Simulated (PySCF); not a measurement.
# Cl5Fe ([FeCl5]2-): the cost of one run

Computed with PySCF 2.14.0 and routines of our own; the level stands in each step. Atoms count from 0.

## 1. The system as given

6 atoms, charge -2, states of the metal's open shell are computed; geometry from: model geometry, bond lengths from ionic radii.

## 2. Ligand-field states: state-averaged CASSCF in water

Job settings and geometry (Å):

```
{"job": {"kind": "lf", "basis": {"metal": "x2c-TZVPall", "ligand": "x2c-SVPall"}, "nevpt": true, "solvent": "water"}, "charge": -2, "metal": "Fe", "open_shell": "d5"}
Fe     0.000000     0.000000     0.000000
Cl     0.000000     0.000000     2.295000
Cl     2.260134     0.000000    -0.398523
Cl    -2.260134     0.000000    -0.398523
Cl     0.000000     2.260134    -0.398523
Cl    -0.000000    -2.260134    -0.398523
```

Level: state-averaged CASSCF of the metal d shell, SC-NEVPT2 on the averaged canonical orbitals, state-interaction spin-orbit coupling.

Started as:

```console
> OMP_NUM_THREADS=1 python lf_run.py task.json out
```

One launch serves the whole session: the jobs run in the order shown.

Q: Estimate the wall time and peak memory of this first job on 1 thread of Arm Neoverse V1, shared host.

About 16 s, with a peak of 0.34 GiB.
